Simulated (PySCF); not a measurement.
# PbF: from the state search to spectroscopic constants

Aim: find the lowest electronic state of PbF, scan its bond at several levels of theory, and get bond length, wavenumber and dissociation energy from each curve.

Computed with PySCF 2.14.0. Level: Pb def2-SVPD with ECP60, F def2-SVPD, scalar-relativistic core potentials.

## Step 1: The job

The job is set up so:

* atoms: Pb, F
* charge: 0
* basis: Pb def2-SVPD with ECP60, F def2-SVPD
* Hamiltonian: scalar-relativistic core potentials
* basis functions: 55
* electrons treated: 31
* masses in u: 207.9766, 18.9984
* levels: PBE0, PBE, r²SCAN, M06-2X, BLYP, revPBE, CAM-B3LYP, HF, MP2, SCS-MP2, CCSD, CCSD(T)
* grid: 80 radial by 434 angular points
* occupations: held fixed by the projection of orbital angular momentum
* dissociation limit: Pb + F, each in its ground configuration
* starting distance in angstrom: 2.010
* values of 2S to try: 1, 3

Run with:

```
$ OMP_NUM_THREADS=1 python dia.py task.json out
```

Further steps of the session: The PBE0 curve of the state that the search chose; Other states along the same grid; PBE (GGA); r²SCAN; M06-2X (hybrid meta-GGA); BLYP; revPBE (GGA); CAM-B3LYP (range-separated hybrid); UHF (mean field); MP2 and coupled cluster.

**Question.** What will these runs give? Wanted: for each run, Re; ωe; De; μ.

As calculated:

Lowest PBE0 solution found, without spin–orbit coupling: ²Π (doublet), unpaired electrons π ↑. State 2 has its PBE0 minimum 4.55 eV higher. The other levels ran on the lowest alone.

```csv
level,Re (Å),ωe (cm⁻¹),De (eV),μ (D)
UHF,2.077,523,2.66,-4.23
UHF-MP2,2.096,510,4.78,n/a
UHF-SCS-MP2,2.099,507,4.62,n/a
UHF-CCSD,2.093,512,4.35,n/a
UHF-CCSD(T),2.099,507,4.48,n/a
PBE,2.118,487,4.98,-3.74
revPBE,2.130,476,4.75,-3.81
BLYP,2.132,475,4.96,-3.86
r²SCAN,2.093,510,4.68,-3.72
PBE0,2.092,511,4.53,-3.89
M06-2X,2.094,510,4.42,-4.25
CAM-B3LYP,2.091,513,4.71,-4.00
```

De is counted to Pb + F in their ground configurations. A positive dipole means Pb(−)F(+).

Differences from CCSD(T) in the same basis:

```csv
level,Re (mÅ),ωe (%)
UHF,-22,+3.3
UHF-MP2,-3,+0.7
UHF-SCS-MP2,+1,0.0
UHF-CCSD,-5,+1.1
PBE,+19,-3.8
revPBE,+31,-6.1
BLYP,+34,-6.2
r²SCAN,-5,+0.7
PBE0,-7,+0.8
M06-2X,-4,+0.6
CAM-B3LYP,-8,+1.3
```

Against CCSD(T) in the same basis, the bond length is nearest at UHF-SCS-MP2 (+1 mÅ) and farthest at BLYP (+34 mÅ); the wavenumber is nearest at UHF-SCS-MP2 (0.0 %) and farthest at BLYP (-6.2 %). Hartree–Fock falls on the short and stiff side, its usual fault. PBE gives a bond that is too long and too soft, as GGAs tend to. CCSD(T) in a basis this small is itself some way from its limit, more so than the functionals. Among the levels with a De in the table, it runs from 2.66 eV (UHF) to 4.98 eV (PBE).

Correlated steps freeze 5 core orbitals. Spin–orbit coupling is left out, which matters for elements this heavy, above all for dissociation energies. With spin–orbit coupling the term label itself may not hold.
